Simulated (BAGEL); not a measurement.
# C2H5AlBN (SMILES B[C]1=C[NH][AlH]1): a chain of runs

Wanted: the energy (HF/6-31G*), then a single-point energy (NEVPT2(2,2)/6-31G*), then the energy (CASPT2(2,2)/6-31G*) of C2H5AlBN. 

Program for the calculation: BAGEL 1.2.2.

1 further run of the same task is left out (set aside as unsound or not needed).

## 1. The structure to begin with

The species is C2H5AlBN (10 atoms), meant as a singlet with charge 0. As SMILES, `B[C]1=C[NH][AlH]1`. The C3–H8 distance was set to 2.517 Å, away from the relaxed value. At this shape a bond of the SMILES string is far longer than usual.

Bond lengths: B1–C2 1.492 Å, C2–C3 1.391 Å, C3–N4 1.360 Å, C2–Al5 1.916 Å, N4–Al5 1.853 Å, B1–H6 1.207 Å, B1–H7 1.201 Å, N4–H9 1.004 Å, Al5–H10 1.581 Å. Some angles: B1–C2–C3 124.0°, B1–C2–Al5 153.2°, C3–C2–Al5 82.9°, C2–C3–N4 115.0°, C3–N4–Al5 86.1°, C2–Al5–N4 76.0°, C2–B1–H6 119.4°, C2–B1–H7 122.5°, C3–N4–H9 120.5°, Al5–N4–H9 153.4°.

## 2. The energy at HF/6-31G(d) (density fitting with svp-jkfit, spherical functions) (run 1)

input.json reads:

```json
{ "bagel" : [

{
  "title" : "molecule",
  "basis" : "6-31gs.json",
  "df_basis" : "svp-jkfit",
  "angstrom" : "true",
  "geometry" : [
    { "atom" : "B", "xyz" : [   -0.007593,    1.080973,   -1.885923 ] },
    { "atom" : "C", "xyz" : [    1.101607,    0.747073,   -0.946023 ] },
    { "atom" : "C", "xyz" : [    0.930407,    0.032973,    0.235077 ] },
    { "atom" : "N", "xyz" : [    2.066307,   -0.169227,    0.955577 ] },
    { "atom" : "Al", "xyz" : [    2.933907,    0.769173,   -0.386723 ] },
    { "atom" : "H", "xyz" : [   -1.130293,    0.721273,   -1.628923 ] },
    { "atom" : "H", "xyz" : [    0.169207,    1.699673,   -2.899823 ] },
    { "atom" : "H", "xyz" : [   -1.273000,   -0.859200,    1.061700 ] },
    { "atom" : "H", "xyz" : [    2.037407,   -0.675127,    1.822477 ] },
    { "atom" : "H", "xyz" : [    4.463807,    1.139773,   -0.529423 ] }
  ]
},
{ "title" : "hf" },
{ "title" : "print", "file" : "orbitals.molden", "orbitals" : "true" }

]}
```

The basis set 6-31G* is read from a file made from the Basis Set Exchange's data (not shown).

Command:

```
$ BAGEL_NUM_THREADS=1 BAGEL input.json > input.out
```

What it wrote:

```text
* using 1 threads per process

  ===============================================================
  ===============================================================

  *** Geometry ***

  { "atom" : "B", "xyz" : [     -0.014349,      2.042743,     -3.563878 ] },
  { "atom" : "C", "xyz" : [      2.081736,      1.411763,     -1.787724 ] },
  { "atom" : "C", "xyz" : [      1.758214,      0.062310,      0.444231 ] },
  { "atom" : "N", "xyz" : [      3.904754,     -0.319793,      1.805779 ] },
  { "atom" : "Al", "xyz" : [      5.544281,      1.453526,     -0.730801 ] },
  { "atom" : "H", "xyz" : [     -2.135944,      1.363008,     -3.078218 ] },
  { "atom" : "H", "xyz" : [      0.319755,      3.211916,     -5.479871 ] },
  { "atom" : "H", "xyz" : [     -2.405621,     -1.623653,      2.006322 ] },
  { "atom" : "H", "xyz" : [      3.850141,     -1.275805,      3.443982 ] },
  { "atom" : "H", "xyz" : [      8.435373,      2.153859,     -1.000464 ] },

  Number of auxiliary basis functions:      520

  Since a DF basis is specified, we compute 2- and 3-index integrals:
    o Being stored without compression. Storage requirement is 0.029 GB

  Number of basis functions:       84
  Number of electrons      :       42

    * METHOD: MOLECULE                             0.28

  *** RHF ***

  === Nuclear Repulsion ===
   175.9355702553

      * DIIS with orbital gradients will be used.

  === RHF iteration (6-31gs.json) ===
      0       -399.18588435          0.01887966           0.08
      1       -399.33572268          0.01316243           0.08
      2       -399.42292037          0.00239027           0.08
      3       -399.42681978          0.00128352           0.08
      4       -399.42771818          0.00030130           0.08
      5       -399.42782192          0.00014519           0.12
      6       -399.42785171          0.00006562           0.08
      7       -399.42786228          0.00002459           0.08
      8       -399.42786310          0.00001464           0.08
      9       -399.42786347          0.00000609           0.08
     10       -399.42786354          0.00000339           0.08
     11       -399.42786355          0.00000087           0.08
     12       -399.42786355          0.00000034           0.08
     13       -399.42786355          0.00000015           0.08
     14       -399.42786355          0.00000006           0.08
     15       -399.42786355          0.00000003           0.08
     16       -399.42786355          0.00000002           0.08
     17       -399.42786355          0.00000001           0.08
    * SCF iteration converged.

    * Permanent dipole moment:
           (   -1.799132,     0.004430,    -0.594362) a.u.

    * METHOD: HF                                   1.70

    * METHOD: PRINT                                0.01

  ===============================================================
```

It took 2.2 s on 1 thread of Arm Neoverse V2, shared host; peak memory 0.14 GiB.

## 3. The energy at NEVPT2(2,2)/6-31G(d) (density fitting with svp-jkfit, spherical functions) (run 2)

input.json reads:

```json
{ "bagel": [

{
  "title": "molecule",
  "basis": "6-31gs.json",
  "df_basis": "svp-jkfit",
  "angstrom": "true",
  "geometry": [
    { "atom": "B", "xyz": [      -0.007593,       1.080973,      -1.885923 ] },
    { "atom": "C", "xyz": [       1.101607,       0.747073,      -0.946023 ] },
    { "atom": "C", "xyz": [       0.930407,       0.032973,       0.235077 ] },
    { "atom": "N", "xyz": [       2.066307,      -0.169227,       0.955577 ] },
    { "atom": "Al", "xyz": [       2.933907,       0.769173,      -0.386723 ] },
    { "atom": "H", "xyz": [      -1.130293,       0.721273,      -1.628923 ] },
    { "atom": "H", "xyz": [       0.169207,       1.699673,      -2.899823 ] },
    { "atom": "H", "xyz": [      -1.273000,      -0.859200,       1.061700 ] },
    { "atom": "H", "xyz": [       2.037407,      -0.675127,       1.822477 ] },
    { "atom": "H", "xyz": [       4.463807,       1.139773,      -0.529423 ] }
  ]
},

{ "title": "hf", "charge": 0 },

{ "title": "casscf", "nstate": 1, "nact": 2, "nclosed": 20, "charge": 0, "active": [21, 22], "maxiter": 200, "natocc": "true" },

{
  "title": "nevpt2",
  "nstate": 1,
  "nact": 2,
  "nclosed": 20,
  "charge": 0,
  "active": [21, 22],
  "maxiter": 200,
  "natocc": "true",
  "ncore": 9
},

{ "title": "print", "file": "orbitals.molden", "orbitals": "true" }

]}
```

The basis set 6-31G* is read from a file made from the Basis Set Exchange's data (not shown).

Command:

```
$ BAGEL_NUM_THREADS=1 BAGEL input.json > input.out
```

What it wrote:

```text
* using 1 threads per process

  ===============================================================
  ===============================================================

  *** Geometry ***

  { "atom" : "B", "xyz" : [     -0.014349,      2.042743,     -3.563878 ] },
  { "atom" : "C", "xyz" : [      2.081736,      1.411763,     -1.787724 ] },
  { "atom" : "C", "xyz" : [      1.758214,      0.062310,      0.444231 ] },
[... 6 lines of this table left out ...]
  { "atom" : "H", "xyz" : [      8.435373,      2.153859,     -1.000464 ] },

  Number of auxiliary basis functions:      520

  Since a DF basis is specified, we compute 2- and 3-index integrals:
    o Being stored without compression. Storage requirement is 0.029 GB

[... 18 lines left out ...]
    * SCF iteration converged.
[... 1 line left out ...]
    * Permanent dipole moment:
[... 27 lines left out ...]
    * Second-order optimization converged. *
[... 1 line left out ...]
     guess   0:   closed 1.                   open ..

  === FCI iteration ===

      0  0      -399.41622719     9.00e-02      0.00
      1  0      -399.51643502     9.12e-03      0.00
      2  0 *    -399.51730681     3.04e-16      0.00

     * ci vector, state   0, <S^2> = 0.0000
       2.     0.8717948919
       .2    -0.4898710713

    * METHOD: CASSCF                               4.27

    * freezing 9 orbitals

  === DF-NEVPT2 calculation ===

    * 3-index integral transformation done
    * assembly done

      NEVPT2 correlation energy:   -0.5155658598      0.16

          (+0)     -0.4520871143
          (+0)'    -0.0093799842
          (+1)     -0.0206166354
          (+1)'    -0.0000000000
          (+2)     -0.0002755339
          (-1)     -0.0327493568
          (-1)'     0.0000000000
          (-2)     -0.0004572352

      NEVPT2 total energy:       -400.0328726718

    * METHOD: NEVPT2                               0.31

    * METHOD: PRINT                                0.01

  ===============================================================
```

Wall time 6.9 s (1 thread of Arm Neoverse V2, shared host); peak memory 0.14 GiB.

## 4. The energy at CASPT2(2,2)/6-31G(d) (density fitting with svp-jkfit, spherical functions) (run 3)

caspt2.json reads:

```json
{ "bagel": [

{
  "title": "molecule",
  "basis": "6-31gs.json",
  "df_basis": "svp-jkfit",
  "angstrom": true,
  "geometry": [
    { "atom": "B", "xyz": [   -0.007593,    1.080973,   -1.885923 ] },
    { "atom": "C", "xyz": [    1.101607,    0.747073,   -0.946023 ] },
    { "atom": "C", "xyz": [    0.930407,    0.032973,    0.235077 ] },
    { "atom": "N", "xyz": [    2.066307,   -0.169227,    0.955577 ] },
    { "atom": "Al", "xyz": [    2.933907,    0.769173,   -0.386723 ] },
    { "atom": "H", "xyz": [   -1.130293,    0.721273,   -1.628923 ] },
    { "atom": "H", "xyz": [    0.169207,    1.699673,   -2.899823 ] },
    { "atom": "H", "xyz": [   -1.273000,   -0.859200,    1.061700 ] },
    { "atom": "H", "xyz": [    2.037407,   -0.675127,    1.822477 ] },
    { "atom": "H", "xyz": [    4.463807,    1.139773,   -0.529423 ] }
  ]
},
{ "title": "hf" },
{ "title": "casscf", "nstate": 1, "nact": 2, "nclosed": 20, "active": [21, 22], "maxiter": 200, "natocc": true },
{ "title": "print", "file": "orbitals.molden", "orbitals": true },
{ "title": "smith", "method": "caspt2", "ms": true, "xms": true, "sssr": true, "shift": 0.2, "shift_imag": true, "ncore": 9 }

]}
```

The basis set 6-31G* is read from a file made from the Basis Set Exchange's data (not shown).

Command:

```
$ BAGEL_NUM_THREADS=1 BAGEL caspt2.json > caspt2.out
```

What it wrote:

```text
* using 1 threads per process

  ===============================================================
  ===============================================================

  *** Geometry ***

  { "atom" : "B", "xyz" : [     -0.014349,      2.042743,     -3.563878 ] },
  { "atom" : "C", "xyz" : [      2.081736,      1.411763,     -1.787724 ] },
  { "atom" : "C", "xyz" : [      1.758214,      0.062310,      0.444231 ] },
[... 6 lines of this table left out ...]
  { "atom" : "H", "xyz" : [      8.435373,      2.153859,     -1.000464 ] },

  Number of auxiliary basis functions:      520

  Since a DF basis is specified, we compute 2- and 3-index integrals:
    o Being stored without compression. Storage requirement is 0.029 GB

[... 18 lines left out ...]
    * SCF iteration converged.
[... 1 line left out ...]
    * Permanent dipole moment:
[... 27 lines left out ...]
    * Second-order optimization converged. *
[... 9 lines left out ...]
     * ci vector, state   0, <S^2> = 0.0000
[... 16 lines left out ...]
    * Zeroth order energy : state  0       -0.4404415839
[... 4 lines left out ...]
       #      aibj      arbs      arbi      airj      risj      airs      arst      rist         Etot      error   time
[... 2 lines left out ...]
       0  -0.44949  -0.00060  -0.03557  -0.02309  -0.00047  -0.00938   0.00000  -0.00000   -0.5186165  0.0007290   0.09
       1  -0.44956  -0.00061  -0.03562  -0.02318  -0.00050  -0.00952  -0.00000  -0.00000   -0.5189837  0.0001096   0.08
       2  -0.44956  -0.00061  -0.03562  -0.02318  -0.00050  -0.00952  -0.00000  -0.00000   -0.5189927  0.0000196   0.08
       3  -0.44956  -0.00061  -0.03562  -0.02318  -0.00050  -0.00952  -0.00000  -0.00000   -0.5189930  0.0000033   0.08
       4  -0.44956  -0.00061  -0.03562  -0.02318  -0.00050  -0.00952   0.00000   0.00000   -0.5189930  0.0000005   0.08

      ------------------------------------------------------------------------------------------------------------------

    * CASPT2 energy : state  0     -400.0403762525
        w/o shift correction       -400.0362998344
        reference weight              0.8303528115

    * METHOD: SMITH                                0.65

  ===============================================================
```

Run time: 7.2 s. Hardware: 1 thread of Arm Neoverse V2, shared host; peak memory 0.18 GiB.

## 5. Results

| quantity | value |
| --- | --- |
| run 1, HF/6-31G*: total energy | -399.42786 Eh |
| run 1, HF/6-31G*: dipole moment | 4.82 D |
| run 1, HF/6-31G*: HOMO energy | -8.24 eV |
| run 1, HF/6-31G*: LUMO energy | -0.31 eV |
| run 1, HF/6-31G*: HOMO–LUMO gap | 7.93 eV |
| run 2, NEVPT2(2,2)/6-31G*: total energy | -400.03287 Eh |
| run 3, CASPT2(2,2)/6-31G*: total energy | -400.04038 Eh |
